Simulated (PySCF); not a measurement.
# A gas-phase reaction: CH5FOSi + F → CH4FOSi + FH

What reaction energy should one expect for `C[SiH](O)F` + `[F-]` → `C[SiH]([O-])F` + `F`?

Programs: PySCF 2.14.0. All values are calculated, for the isolated system unless a continuum is named. Atoms count from 0, parts from 1.

## 1. Starting point

Each species was relaxed by itself at PBE0-D3(BJ)/def2-SVPD.

## 2. Reaction energy: wB97M-D3(BJ)/def2-TZVPD

The job: settings as JSON, then the geometry in Å.

```
{"job": {"kind": "react", "xc": "wB97M-D3(BJ)", "basis": "def2-TZVPD"}, "charge": 0, "multiplicity": 1}
-1 CH5FOSi charge 0 multiplicity 1
C     -0.921170     0.570810    -0.455640
Si     0.471200    -0.068870     0.590060
O      0.915670    -1.623520     0.214120
F      1.747970     0.932800     0.347530
H     -1.815990    -0.058120    -0.340220
H     -0.643700     0.587530    -1.520290
H     -1.180820     1.597650    -0.158790
H      0.196990    -0.083080     2.045400
H      1.088160    -1.855480    -0.700930

-1 F charge -1 multiplicity 1
F      0.000000     0.000000     0.000000

+1 CH4FOSi charge -1 multiplicity 1
C     -0.477540     0.130330     0.857690
Si     0.479170    -0.226890    -0.745720
O      1.587890    -1.341720    -0.685460
F      1.021300     1.332410    -1.130430
H      0.219600     0.355330     1.680680
H     -1.071990    -0.750010     1.151130
H     -1.161570     0.986220     0.733960
H     -0.591270    -0.382420    -1.818510

+1 FH charge 0 multiplicity 1
F      0.456290     0.058900    -0.004340
H     -0.456290    -0.058890     0.004340
```

Level: wB97M-D3(BJ)/def2-TZVPD reaction energy of separated species, gas phase.

Started as:

```
OMP_NUM_THREADS=1 python cluster_run.py task.json out
```

One launch serves the whole session: the jobs run in the order shown.

What it wrote:

```text
species 1 (CH5FOSi)
coarse grid: 34432 points
cycle   1  E = -505.8695146468  dE =  2.059e-01  |g| = 8.218e-01  |ddm| = 2.246e+00
cycle   2  E = -505.8564732696  dE =  1.304e-02  |g| = 9.436e-01  |ddm| = 1.046e+00
cycle   3  E = -505.9896538722  dE = -1.332e-01  |g| = 4.325e-02  |ddm| = 4.808e-01
cycle   4  E = -505.9900621973  dE = -4.083e-04  |g| = 1.887e-02  |ddm| = 5.813e-02
cycle   5  E = -505.9901484322  dE = -8.623e-05  |g| = 4.619e-03  |ddm| = 2.165e-02
cycle   6  E = -505.9901543894  dE = -5.957e-06  |g| = 7.712e-04  |ddm| = 5.985e-03
final grid: 72808 points
cycle   7  E = -505.9901200681  dE = -2.771e-07  |g| = 5.278e-04  |ddm| = 4.541e-03
cycle   8  E = -505.9901200853  dE = -1.724e-08  |g| = 5.249e-04  |ddm| = 7.803e-04
cycle   9  E = -505.9901201237  dE = -3.837e-08  |g| = 5.512e-05  |ddm| = 2.466e-04
cycle  10  E = -505.9901201247  dE = -9.766e-10  |g| = 2.681e-05  |ddm| = 9.780e-05
converged SCF energy = -505.9901201247

species 2 (F)
coarse grid: 5304 points
cycle   1  E = -99.7735595435  dE = -1.701e-01  |g| = 8.390e-01  |ddm| = 3.042e-01
cycle   2  E = -99.4217741307  dE =  3.518e-01  |g| = 1.736e+00  |ddm| = 1.187e+00
cycle   3  E = -99.9129072191  dE = -4.911e-01  |g| = 3.879e-02  |ddm| = 7.668e-01
cycle   4  E = -99.9130379075  dE = -1.307e-04  |g| = 2.144e-02  |ddm| = 3.124e-02
cycle   5  E = -99.9130976974  dE = -5.979e-05  |g| = 1.450e-03  |ddm| = 8.861e-03
cycle   6  E = -99.9130979605  dE = -2.631e-07  |g| = 2.299e-04  |ddm| = 4.862e-04
final grid: 11608 points
cycle   7  E = -99.9130859017  dE =  1.872e-09  |g| = 2.255e-04  |ddm| = 1.777e-04
cycle   8  E = -99.9130858948  dE =  6.925e-09  |g| = 3.200e-04  |ddm| = 1.966e-04
cycle   9  E = -99.9130859089  dE = -1.404e-08  |g| = 1.900e-06  |ddm| = 1.112e-04
cycle  10  E = -99.9130859089  dE = -1.251e-12  |g| = 7.399e-08  |ddm| = 3.603e-06
converged SCF energy = -99.9130859089

species 3 (CH4FOSi)
coarse grid: 31960 points
cycle   1  E = -505.1743285002  dE =  9.779e-02  |g| = 1.107e+00  |ddm| = 2.152e+00
cycle   2  E = -504.8074727979  dE =  3.669e-01  |g| = 1.783e+00  |ddm| = 5.406e+00
cycle   3  E = -505.4163079133  dE = -6.088e-01  |g| = 1.819e-01  |ddm| = 4.880e+00
cycle   4  E = -505.4211291117  dE = -4.821e-03  |g| = 9.457e-02  |ddm| = 1.492e-01
cycle   5  E = -505.4224670478  dE = -1.338e-03  |g| = 1.234e-02  |ddm| = 1.083e-01
cycle   6  E = -505.4225116057  dE = -4.456e-05  |g| = 5.530e-03  |ddm| = 4.492e-02
cycle   7  E = -505.4225205144  dE = -8.909e-06  |g| = 8.901e-04  |ddm| = 1.826e-02
final grid: 67440 points
cycle   8  E = -505.4224289099  dE = -4.912e-07  |g| = 5.665e-04  |ddm| = 7.436e-03
cycle   9  E = -505.4224289410  dE = -3.110e-08  |g| = 6.357e-04  |ddm| = 2.174e-03
cycle  10  E = -505.4224290110  dE = -7.001e-08  |g| = 1.066e-04  |ddm| = 4.262e-04
cycle  11  E = -505.4224290151  dE = -4.101e-09  |g| = 4.968e-05  |ddm| = 4.017e-04
cycle  12  E = -505.4224290163  dE = -1.188e-09  |g| = 1.200e-05  |ddm| = 3.103e-04
cycle  13  E = -505.4224290164  dE = -3.877e-11  |g| = 3.538e-06  |ddm| = 3.635e-05
converged SCF energy = -505.4224290164

species 4 (FH)
coarse grid: 7776 points
cycle   1  E = -100.4688250400  dE = -9.408e-02  |g| = 4.644e-01  |ddm| = 6.197e-01
cycle   2  E = -100.4725058893  dE = -3.681e-03  |g| = 5.038e-01  |ddm| = 3.808e-01
cycle   3  E = -100.5053206365  dE = -3.281e-02  |g| = 2.574e-02  |ddm| = 1.678e-01
cycle   4  E = -100.5053966144  dE = -7.598e-05  |g| = 5.006e-03  |ddm| = 1.077e-02
cycle   5  E = -100.5054012555  dE = -4.641e-06  |g| = 4.334e-04  |ddm| = 3.766e-03
final grid: 16976 points
cycle   6  E = -100.5053934092  dE = -6.440e-08  |g| = 1.035e-04  |ddm| = 8.219e-04
cycle   7  E = -100.5053934127  dE = -3.464e-09  |g| = 7.640e-05  |ddm| = 2.165e-04
cycle   8  E = -100.5053934135  dE = -7.670e-10  |g| = 2.137e-05  |ddm| = 3.709e-05
converged SCF energy = -100.5053934135

Reaction energy = -15.033 kcal/mol
```

It took 50 s on 1 thread of Arm Neoverse N1, shared host; peak memory 0.71 GiB.

Species by species (with the dispersion term, which the log's SCF energies lack):

| ν | species | energy (Eh) | HOMO (eV) |
| --- | --- | --- | --- |
| -1 | C[SiH](O)F | -505.99791 | -11.39 |
| -1 | [F-] | -99.91309 | -2.89 |
| +1 | C[SiH]([O-])F | -505.42932 | -4.07 |
| +1 | F | -100.50563 | -14.54 |

## 3. Reaction energy: PBE0-D3(BJ)/def2-TZVPD

The job, as its differences from that of step 2:

```diff
@@ -1,2 +1,2 @@
-{"job": {"kind": "react", "xc": "wB97M-D3(BJ)", "basis": "def2-TZVPD"}, "charge": 0, "multiplicity": 1}
+{"job": {"kind": "react", "xc": "PBE0", "basis": "def2-TZVPD", "disp": "d3bj"}, "charge": 0, "multiplicity": 1}
 -1 CH5FOSi charge 0 multiplicity 1
```

Level: PBE0-D3(BJ)/def2-TZVPD reaction energy of separated species, gas phase.

What it wrote:

```text
species 1 (CH5FOSi)
coarse grid: 7984 points
cycle   1  E = -505.4261606462  dE =  2.047e-01  |g| = 8.890e-01  |ddm| = 2.386e+00
cycle   2  E = -505.2448546390  dE =  1.813e-01  |g| = 1.370e+00  |ddm| = 1.345e+00
cycle   3  E = -505.5606941178  dE = -3.158e-01  |g| = 1.014e-01  |ddm| = 8.144e-01
cycle   4  E = -505.5626245707  dE = -1.930e-03  |g| = 4.091e-02  |ddm| = 8.275e-02
cycle   5  E = -505.5629866710  dE = -3.621e-04  |g| = 8.364e-03  |ddm| = 2.701e-02
cycle   6  E = -505.5629951998  dE = -8.529e-06  |g| = 3.694e-03  |ddm| = 6.125e-03
cycle   7  E = -505.5629974723  dE = -2.273e-06  |g| = 3.716e-04  |ddm| = 2.031e-03
final grid: 72808 points
cycle   8  E = -505.5616020295  dE = -3.888e-05  |g| = 6.190e-03  |ddm| = 7.740e-02
cycle   9  E = -505.5615953112  dE =  6.718e-06  |g| = 8.491e-03  |ddm| = 8.249e-03
cycle  10  E = -505.5616094936  dE = -1.418e-05  |g| = 9.361e-04  |ddm| = 4.908e-03
cycle  11  E = -505.5616096402  dE = -1.466e-07  |g| = 1.934e-04  |ddm| = 6.332e-04
cycle  12  E = -505.5616096489  dE = -8.737e-09  |g| = 3.239e-05  |ddm| = 1.472e-04
cycle  13  E = -505.5616096490  dE = -1.384e-10  |g| = 1.744e-05  |ddm| = 2.558e-05
converged SCF energy = -505.5616096490

species 2 (F)
coarse grid: 1088 points
cycle   1  E = -99.6480299908  dE = -8.108e-02  |g| = 8.599e-01  |ddm| = 3.156e-01
cycle   2  E = -97.8823061729  dE =  1.766e+00  |g| = 3.110e+00  |ddm| = 2.037e+00
cycle   3  E = -99.7922027745  dE = -1.910e+00  |g| = 7.027e-02  |ddm| = 1.718e+00
cycle   4  E = -99.7924511220  dE = -2.483e-04  |g| = 5.277e-02  |ddm| = 6.585e-02
cycle   5  E = -99.7928802840  dE = -4.292e-04  |g| = 8.706e-03  |ddm| = 1.832e-02
cycle   6  E = -99.7928921043  dE = -1.182e-05  |g| = 1.037e-03  |ddm| = 3.146e-03
cycle   7  E = -99.7928922756  dE = -1.713e-07  |g| = 4.564e-06  |ddm| = 4.256e-04
final grid: 11608 points
cycle   8  E = -99.7963210859  dE = -3.387e-06  |g| = 9.094e-04  |ddm| = 3.670e-03
cycle   9  E = -99.7963207951  dE =  2.908e-07  |g| = 1.611e-03  |ddm| = 9.527e-04
cycle  10  E = -99.7963211908  dE = -3.957e-07  |g| = 1.338e-04  |ddm| = 7.234e-04
cycle  11  E = -99.7963211937  dE = -2.821e-09  |g| = 9.473e-06  |ddm| = 6.123e-05
cycle  12  E = -99.7963211937  dE = -1.552e-11  |g| = 5.050e-07  |ddm| = 4.784e-06
converged SCF energy = -99.7963211937

species 3 (CH4FOSi)
coarse grid: 7368 points
cycle   1  E = -504.7218593336  dE =  1.507e-01  |g| = 1.149e+00  |ddm| = 2.290e+00
cycle   2  E = -501.4573999972  dE =  3.264e+00  |g| = 3.264e+00  |ddm| = 1.318e+02
cycle   3  E = -504.9087964583  dE = -3.451e+00  |g| = 5.986e-01  |ddm| = 1.317e+02
cycle   4  E = -504.9756552370  dE = -6.686e-02  |g| = 2.899e-01  |ddm| = 5.230e-01
cycle   5  E = -504.9873897266  dE = -1.173e-02  |g| = 6.170e-02  |ddm| = 1.807e-01
cycle   6  E = -504.9880721705  dE = -6.824e-04  |g| = 2.577e-02  |ddm| = 6.838e-02
cycle   7  E = -504.9882000742  dE = -1.279e-04  |g| = 7.575e-03  |ddm| = 2.041e-02
cycle   8  E = -504.9882117701  dE = -1.170e-05  |g| = 1.614e-03  |ddm| = 6.145e-03
cycle   9  E = -504.9882124070  dE = -6.370e-07  |g| = 2.941e-04  |ddm| = 1.995e-03
final grid: 67440 points
cycle  10  E = -504.9889772875  dE = -2.058e-05  |g| = 8.581e-03  |ddm| = 1.020e-01
cycle  11  E = -504.9889377441  dE =  3.954e-05  |g| = 1.670e-02  |ddm| = 1.478e-02
cycle  12  E = -504.9889908137  dE = -5.307e-05  |g| = 1.723e-03  |ddm| = 1.019e-02
cycle  13  E = -504.9889914301  dE = -6.164e-07  |g| = 1.795e-04  |ddm| = 1.241e-03
cycle  14  E = -504.9889914381  dE = -8.007e-09  |g| = 5.116e-05  |ddm| = 2.042e-04
cycle  15  E = -504.9889914385  dE = -4.123e-10  |g| = 2.268e-05  |ddm| = 4.236e-05
converged SCF energy = -504.9889914385

species 4 (FH)
coarse grid: 1712 points
cycle   1  E = -100.3539660836  dE = -3.606e-02  |g| = 4.957e-01  |ddm| = 6.253e-01
cycle   2  E = -100.3144529969  dE =  3.951e-02  |g| = 7.429e-01  |ddm| = 5.125e-01
cycle   3  E = -100.3936822887  dE = -7.923e-02  |g| = 2.284e-02  |ddm| = 2.892e-01
cycle   4  E = -100.3937578696  dE = -7.558e-05  |g| = 4.204e-03  |ddm| = 9.787e-03
cycle   5  E = -100.3937598528  dE = -1.983e-06  |g| = 3.551e-04  |ddm| = 1.247e-03
final grid: 16976 points
cycle   6  E = -100.3948395000  dE = -1.846e-05  |g| = 3.927e-03  |ddm| = 7.350e-03
cycle   7  E = -100.3948376501  dE =  1.850e-06  |g| = 5.394e-03  |ddm| = 3.295e-03
cycle   8  E = -100.3948415848  dE = -3.935e-06  |g| = 1.011e-04  |ddm| = 1.976e-03
cycle   9  E = -100.3948415861  dE = -1.327e-09  |g| = 1.795e-05  |ddm| = 3.987e-05
cycle  10  E = -100.3948415862  dE = -4.835e-11  |g| = 3.029e-06  |ddm| = 1.030e-05
converged SCF energy = -100.3948415862

Reaction energy = -15.983 kcal/mol
```

Wall time 26 s (1 thread of Arm Neoverse N1, shared host); peak memory 0.62 GiB.

Reaction energy at this level: -15.98 kcal/mol.

## 4. Comparing the runs

Energies in kcal/mol, with wall time:

| run | reaction | time |
| --- | --- | --- |
| wB97M-D3(BJ)/def2-TZVPD | -15.03 | 50 s |
| PBE0-D3(BJ)/def2-TZVPD | -15.98 | 26 s |

## 5. Summary of results

| quantity | value |
| --- | --- |
| reaction energy (wB97M-D3(BJ)/def2-TZVPD) | -15.03 kcal/mol |
| ΔH, ΔG at 298 K (xTB thermal terms) | -16.3, -17.3 kcal/mol |
| range of the reaction energy over the runs of this table | -15.98 to -15.03 kcal/mol |

**Reading.** The reaction is exothermic by 16.3 kcal/mol in the gas phase; dispersion gives +0.41, and xTB itself gave -15.72 for the electronic energy (xTB energies and thermal terms come from the earlier relaxation of each species, not shown). No barrier was sought. The reaction energy runs from -15.98 (PBE0-D3(BJ)/def2-TZVPD) to -15.03 kcal/mol (wB97M-D3(BJ)/def2-TZVPD).
